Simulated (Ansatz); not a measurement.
**ClGaH3N (SMILES [NH2][GaH][Cl]): functionals against CCSD(T) at one geometry**

Aim: energy, forces and dipole at a structure displaced at random from a GFN2-xTB minimum, from CCSD(T) and from density functionals.

Method: single points in def2-TZVPP; program: Ansatz 0.2.0, Gaussian basis.

Correlated methods freeze the cores. Filled d shells of the heavier atoms are correlated.

**1. Where the work starts**

6 atoms, charge 0, spin multiplicity 1.

Atoms are counted from 1 here; the program's logs count them from 0.

Bond lengths: N1–Ga2 1.830 Å, N1–H4 1.028 Å, N1–H5 0.910 Å, Ga2–Cl3 2.207 Å, Ga2–H6 1.513 Å. Angles: Ga2–N1–H4 125.8°, Ga2–N1–H5 129.1°, H4–N1–H5 105.0°, N1–Ga2–Cl3 117.5°, N1–Ga2–H6 119.0°, Cl3–Ga2–H6 123.5°.

As a file:

```mol
ClGaH3N
  3D, bonds by distance, orders not assigned

  6  5  0  0  0  0  0  0  0  0999 V2000
   -0.2129    0.6661    0.7841 N   0  0
   -0.0765   -0.5018   -0.6177 Ga  0  0
    1.9036   -1.3911   -1.0145 Cl  0  0
    0.5414    0.9103    1.4385 H   0  0
   -0.9429    1.1190    1.0857 H   0  0
   -1.3051   -0.7915   -1.4522 H   0  0
  1  2  8  0
  1  4  8  0
  1  5  8  0
  2  3  8  0
  2  6  8  0
M  END
```

**2. CCSD(T)/def2-TZVPP**

run/in.yaml

```yaml
crystal:
  periodic: [false, false, false]
  atoms:
    - {symbol: N, position_ang: [-0.212900, 0.666100, 0.784100]}
    - {symbol: Ga, position_ang: [-0.076500, -0.501800, -0.617700]}
    - {symbol: Cl, position_ang: [1.903600, -1.391100, -1.014500]}
    - {symbol: H, position_ang: [0.541400, 0.910300, 1.438500]}
    - {symbol: H, position_ang: [-0.942900, 1.119000, 1.085700]}
    - {symbol: H, position_ang: [-1.305100, -0.791500, -1.452200]}
basis:
  gaussian: {orbitals: def2-TZVPP}
correlation: {method: ccsd_t}
output: {forces: true}
```

The command line of these runs was not kept.

**3. PBE0-D4/def2-TZVPP**

run/in.yaml, as its differences from that of step 2:

```diff
@@ -11,3 +11,3 @@
   gaussian: {orbitals: def2-TZVPP}
-correlation: {method: ccsd_t}
-output: {forces: true}
+hamiltonian: {xc: pbe0, dispersion: d4}
+output: {forces: true, orbitals: {seedname: orbitals}}
```

**4. wB97M-V/def2-TZVPP**

run/in.yaml, as its differences from that of step 3:

```diff
@@ -11,3 +11,3 @@
   gaussian: {orbitals: def2-TZVPP}
-hamiltonian: {xc: pbe0, dispersion: d4}
-output: {forces: true, orbitals: {seedname: orbitals}}
+hamiltonian: {xc: {name: wB97M-V}}
+output: {forces: true}
```

**5. r2SCAN-D4/def2-TZVPP**

run/in.yaml, as its differences from that of step 4:

```diff
@@ -11,3 +11,3 @@
   gaussian: {orbitals: def2-TZVPP}
-hamiltonian: {xc: {name: wB97M-V}}
+hamiltonian: {xc: r2scan, dispersion: d4}
 output: {forces: true}
```

**6. PBE-D4/def2-TZVPP**

run/in.yaml, as its differences from that of step 5:

```diff
@@ -11,3 +11,3 @@
   gaussian: {orbitals: def2-TZVPP}
-hamiltonian: {xc: r2scan, dispersion: d4}
+hamiltonian: {xc: pbe, dispersion: d4}
 output: {forces: true}
```

**7. r2SCANh-D4/def2-TZVPP**

run/in.yaml, as its differences from that of step 6:

```diff
@@ -11,3 +11,3 @@
   gaussian: {orbitals: def2-TZVPP}
-hamiltonian: {xc: pbe, dispersion: d4}
+hamiltonian: {xc: {name: r2SCANh}, dispersion: d4}
 output: {forces: true}
```

**8. revPBE-D4/def2-TZVPP**

run/in.yaml, as its differences from that of step 7:

```diff
@@ -11,3 +11,3 @@
   gaussian: {orbitals: def2-TZVPP}
-hamiltonian: {xc: {name: r2SCANh}, dispersion: d4}
+hamiltonian: {xc: {name: revPBE}, dispersion: d4}
 output: {forces: true}
```

(Steps that only read results are left out.)

**Question.** What will these runs give? Wanted: energy less free atoms, CCSD(T)/def2-TZVPP; RMS force component; RMS force error; HOMO and LUMO, PBE0-D4; T1 diagnostic.

**Answer**, as computed:

```
                                  quantity                                                                                                value
energy less free atoms, CCSD(T)/def2-TZVPP                                                                                       -1678.3 kJ/mol
                       RMS force component                                                                 2.159 to 2.217 eV/Å over the methods
                           RMS force error  PBE0-D4 0.037, wB97M-V 0.032, r2SCAN-D4 0.028, PBE-D4 0.133, r2SCANh-D4 0.052, revPBE-D4 0.158 eV/Å
                    HOMO and LUMO, PBE0-D4                                                                                   -7.70 and -0.84 eV
                             T1 diagnostic                                                                                                0.013
```

What this shows: Against CCSD(T) the functionals' energies less atoms differ by -52.4 to -3.8 kJ/mol, PBE-D4 by -52.4 kJ/mol. A larger basis would deepen the CCSD(T) value, while the functionals are nearly converged already, so the order here is not reliable. The forces of r2SCAN-D4 come nearest to CCSD(T), those of revPBE-D4 are farthest. Frozen-core CCSD(T) forces in triple zeta carry basis errors of their own, and this is one geometry, so small gaps rank nothing.
